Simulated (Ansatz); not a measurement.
# Ta2N: the cost of one run

Computed with Ansatz 0.2.0 (DFT r2SCAN, scalar-relativistic, plane waves, PAW, unless a step's input says otherwise).

2 further runs of the same task are left out: 2 set aside as unsound or not needed.

## Step 1: Starting point

It takes space group P-31m (No. 162, trigonal). The conventional cell has a = 5.297 Å, b = 5.297 Å, c = 4.939 Å, α = 90.00°, β = 90.00°, γ = 120.00°. Ta (site symmetry m) has 3 N at 2.15 to 2.16 Å as nearest neighbours. N (site symmetry 32) is surrounded by 6 Ta at 2.16 Å. N (site symmetry -3m) is surrounded by 6 Ta at 2.15 Å.

As a file:

```cif
data_structure
_symmetry_space_group_name_H-M 'P 1'
_symmetry_Int_Tables_number 1
_cell_length_a 5.2966
_cell_length_b 5.2966
_cell_length_c 4.9392
_cell_angle_alpha 90.000
_cell_angle_beta 90.000
_cell_angle_gamma 120.000
_cell_volume 120.00
loop_
_atom_site_label
_atom_site_type_symbol
_atom_site_fract_x
_atom_site_fract_y
_atom_site_fract_z
_atom_site_occupancy
Ta1 Ta 0.66636 0.66636 0.75362 1
Ta2 Ta 0.00000 0.33364 0.75362 1
Ta3 Ta 0.33364 0.00000 0.75362 1
Ta4 Ta 0.33364 0.33364 0.24638 1
Ta5 Ta 0.00000 0.66636 0.24638 1
Ta6 Ta 0.66636 0.00000 0.24638 1
N1 N 0.66667 0.33333 0.50000 1
N2 N 0.33333 0.66667 0.50000 1
N3 N 0.00000 0.00000 0.00000 1
```

The structure comes from the Materials Project (structure only).

(A quick probe on a coarse mesh, which set the mesh and smearing, is not shown.)

## Step 3: Relaxing cell and atoms

Contents of input.yaml:

```yaml
crystal:
  lattice:
    - [5.2965720514, 0.0, 0.0]
    - [-2.6482860257, 4.5869659495, 0.0]
    - [0.0, 0.0, 4.9391825701]
  atoms:
    - { symbol: Ta, position: [0.66636167, 0.66636167, 0.75361826] }
    - { symbol: Ta, position: [0.0, 0.33363833, 0.75361826] }
    - { symbol: Ta, position: [0.33363833, 0.0, 0.75361826] }
    - { symbol: Ta, position: [0.33363833, 0.33363833, 0.24638174] }
    - { symbol: Ta, position: [0.0, 0.66636167, 0.24638174] }
    - { symbol: Ta, position: [0.66636167, 0.0, 0.24638174] }
    - { symbol: "N", position: [0.66666667, 0.33333333, 0.5] }
    - { symbol: "N", position: [0.33333333, 0.66666667, 0.5] }
    - { symbol: "N", position: [0.0, 0.0, 0.0] }
basis:
  ecutwfc: 500
kpoints:
  mp_grid: { grid: [12, 12, 8] }
hamiltonian:
  xc: r2scan
scf:
  occupations: { method: gaussian, width: 0.1 }
output:
  forces: true
  stress: true
  eigenvalues: true
  write_density: true
  write_potential: true
  elf: true
  volumetric_format: npy
relax:
  adjacent_minimum: "off"
  f_tol: 0.005
  max_steps: 80
  cell: { stress_tol: 0.05 }
```

The run is started by

```
> ansatz run input.yaml --threads 2 --pin off --max-ram 5120MiB --backend cpu --events-out ev --progress --plain --runs-dir out
```

What time and memory should one allow on 2 threads of Intel Xeon at 2.50GHz (Skylake/Cascade Lake), shared host?

About 11 min, with a peak of 1.2 GiB.
